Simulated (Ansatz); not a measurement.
# C3H10AlFO: a ladder of functionals and wavefunction methods

An exercise on one series of results from a longer session: the logs are not shown, and one member is left open.

The runs use Ansatz 0.2.0, Gaussian basis; functionals in def2-TZVPP, the program's frozen cores in correlated methods.

Plan: LDA (SPW92), PBE-D4, revPBE-D4, BLYP-D4, r2SCAN-D4, B97M-V, PBE0-D4, B3LYP-D4, r2SCANh-D4, r2SCAN0-D4, HSE06-D4, BHLYP-D4, CAM-B3LYP-D4, LC-ωPBE, ωB97X-V, ωB97M-V, B2PLYP, PBE-QIDH; CCSD(T)/def2-SVP; MP2/def2-TZVPP; MP2/def2-QZVPP; RPA on PBE.

## Structure used throughout

An earlier PBE0-D4 in a triple-zeta def2 set relaxation fixed the geometry.

SMILES `C[OH+][Al-]([CH3])([CH3])[F]`, 16 atoms, charge 0, spin multiplicity 1.

Atoms are counted from 1 here; the program's logs count them from 0.

Bond lengths: C1–O2 1.429 Å, C1–H7 1.088 Å, C1–H8 1.091 Å, C1–H9 1.090 Å, O2–Al3 1.992 Å, O2–H10 0.966 Å, Al3–C4 1.962 Å, Al3–C5 1.954 Å, Al3–F6 1.691 Å, C4–H11 1.096 Å, C4–H12 1.095 Å, C4–H13 1.095 Å, C5–H14 1.096 Å, C5–H15 1.094 Å, C5–H16 1.095 Å. Angles: O2–C1–H7 106.8°, O2–C1–H8 111.0°, O2–C1–H9 109.6°, H7–C1–H8 109.4°, H7–C1–H9 109.4°, H8–C1–H9 110.7°, C1–O2–Al3 125.4°, C1–O2–H10 111.7°, Al3–O2–H10 103.3°, O2–Al3–C4 103.4°, O2–Al3–C5 104.8°, O2–Al3–F6 88.0°, C4–Al3–C5 121.2°, C4–Al3–F6 115.2°, C5–Al3–F6 116.3°, Al3–C4–H11 112.7°, Al3–C4–H12 113.0°, Al3–C4–H13 110.5° and more.

The first run:

The input, in.yaml:

```yaml
crystal:
  periodic: [false, false, false]
  atoms:
    - {symbol: C, position_ang: [1.416101, -1.637743, 0.219678]}
    - {symbol: O, position_ang: [1.056944, -0.404251, 0.845813]}
    - {symbol: Al, position_ang: [-0.231583, 0.927768, 0.114252]}
    - {symbol: C, position_ang: [-0.243577, 0.537800, -1.808461]}
    - {symbol: C, position_ang: [-1.841618, 0.715179, 1.200734]}
    - {symbol: F, position_ang: [0.842701, 2.142580, 0.594697]}
    - {symbol: H, position_ang: [0.492192, -2.189045, 0.060081]}
    - {symbol: H, position_ang: [1.902802, -1.461096, -0.740627]}
    - {symbol: H, position_ang: [2.067629, -2.208544, 0.881818]}
    - {symbol: H, position_ang: [1.834377, 0.129853, 1.053008]}
    - {symbol: H, position_ang: [-0.666277, -0.446701, -2.038428]}
    - {symbol: H, position_ang: [0.752404, 0.584166, -2.261333]}
    - {symbol: H, position_ang: [-0.861907, 1.266758, -2.343415]}
    - {symbol: H, position_ang: [-2.300161, -0.270551, 1.065236]}
    - {symbol: H, position_ang: [-1.637760, 0.838349, 2.268632]}
    - {symbol: H, position_ang: [-2.605268, 1.452877, 0.932713]}
basis:
  gaussian: {orbitals: def2-TZVPP}
hamiltonian: {xc: lda}
output: {orbitals: {seedname: orbitals}}
```

Started as:

```sh
$ ansatz run in.yaml --threads 4 --pin off --events-out ev --progress --plain --max-ram 11315MiB
```

Among the steps run: LDA; PBE-D4 (GGA); revPBE-D4 (GGA); BLYP-D4 (GGA); r2SCAN-D4 (meta-GGA); B97M-V (meta-GGA); PBE0-D4 (hybrid); B3LYP-D4 (hybrid); r2SCANh-D4 (hybrid); r2SCAN0-D4 (hybrid); HSE06-D4 (hybrid); BHLYP-D4 (hybrid); CAM-B3LYP-D4 (range-separated); LC-ωPBE (range-separated); ωB97X-V (range-separated); ωB97M-V (range-separated); B2PLYP (double hybrid); PBE-QIDH (double hybrid).

One of the session's tables, all rows but one given; the rest of the session is left out.

It belongs to the step «Orbital energies across the functionals». 

| functional | HOMO (eV) | gap (eV) |
| --- | --- | --- |
| LDA (SPW92) | -5.91 | 4.99 |
| PBE-D4 | -5.77 | 5.05 |
| revPBE-D4 | -5.71 | 5.10 |
| BLYP-D4 | -5.65 | 4.91 |
| r2SCAN-D4 | -6.04 | 5.91 |
| B97M-V | -6.12 | 5.61 |
| PBE0-D4 | -7.07 | 7.24 |
| B3LYP-D4 | -6.85 | 6.66 |
| r2SCANh-D4 | -6.52 | 6.68 |
| r2SCAN0-D4 | -7.25 | 7.81 |
| HSE06-D4 | -6.67 | 6.47 |
| BHLYP-D4 | -8.28 | 9.11 |
| CAM-B3LYP-D4 | -8.46 | 9.42 |
| LC-ωPBE | -9.83 | 12.16 |
| ωB97X-V | -9.46 | 11.55 |
| ωB97M-V | ? | ? |

Q: Estimate the row for ωB97M-V from the others.

**Answer.** HOMO (eV): -9.31; gap (eV): 10.97. In the column «HOMO (eV)» it lies between ωB97X-V (-9.46) and CAM-B3LYP-D4 (-8.46).
